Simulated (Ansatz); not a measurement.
# CH4BClN2: basis-set convergence

Aim: see how fast density functionals converge with the basis set for CH4BClN2.

Method: one geometry, several basis sets; program: Ansatz 0.2.0, Gaussian basis.

The runs, in order: PBE0-D4/def2-SVP; ωB97M-V/def2-SVP; PBE0-D4/def2-QZVPP; ωB97M-V/def2-QZVPP; the functionals' def2-TZVPP values are taken from earlier runs.

## 1. Structure used throughout

An earlier PBE0-D4 in a triple-zeta def2 set relaxation fixed the geometry.

SMILES `N=CNBCl`, 9 atoms, charge 0, spin multiplicity 1.

Atoms are counted from 1 here; the program's logs count them from 0.

Bond lengths: N1–C2 1.261 Å, N1–H6 1.016 Å, C2–N3 1.390 Å, C2–H7 1.096 Å, N3–B4 1.412 Å, N3–H8 1.008 Å, B4–Cl5 1.741 Å, B4–H9 1.193 Å. Angles: C2–N1–H6 110.1°, N1–C2–N3 123.7°, N1–C2–H7 124.4°, N3–C2–H7 111.9°, C2–N3–B4 132.9°, C2–N3–H8 112.5°, B4–N3–H8 114.5°, N3–B4–Cl5 124.7°, N3–B4–H9 116.8°, Cl5–B4–H9 118.4°.

## 2. PBE0-D4 in def2-SVP

in.yaml reads:

```yaml
crystal:
  periodic: [false, false, false]
  atoms:
    - {symbol: N, position_ang: [-0.228694, -0.381230, 1.644521]}
    - {symbol: C, position_ang: [0.566049, 0.186298, 0.847540]}
    - {symbol: N, position_ang: [0.355413, 0.266911, -0.524252]}
    - {symbol: B, position_ang: [-0.677944, -0.196026, -1.367037]}
    - {symbol: Cl, position_ang: [-2.082290, -1.070497, -0.826080]}
    - {symbol: H, position_ang: [0.125403, -0.318566, 2.594226]}
    - {symbol: H, position_ang: [1.501401, 0.673718, 1.146564]}
    - {symbol: H, position_ang: [1.096411, 0.756610, -1.000976]}
    - {symbol: H, position_ang: [-0.567350, 0.036481, -2.531506]}
basis:
  gaussian: {orbitals: def2-SVP}
hamiltonian: {xc: pbe0, dispersion: d4}
output: {orbitals: {seedname: orbitals}}
```

Command:

```console
$ ansatz run in.yaml --threads 2 --pin off --events-out ev --progress --plain --max-ram 4352MiB
```

The runs that follow: ωB97M-V in def2-SVP; PBE0-D4 in def2-QZVPP; ωB97M-V in def2-QZVPP.

Before running them: what should the planned runs give, taken together? Wanted: PBE0-D4: double and triple zeta above quadruple; ωB97M-V: double and triple zeta above quadruple.

**Answer**, as computed:

| quantity | value |
| --- | --- |
| PBE0-D4: double and triple zeta above quadruple | 10.23, 0.64 eV |
| ωB97M-V: double and triple zeta above quadruple | 10.36, 0.60 eV |

What this shows: For PBE0-D4 the step from double to triple zeta gains 9.60 eV and the next only 0.64 eV. Total energies overstate the basis error of differences, where much of it tends to cancel.
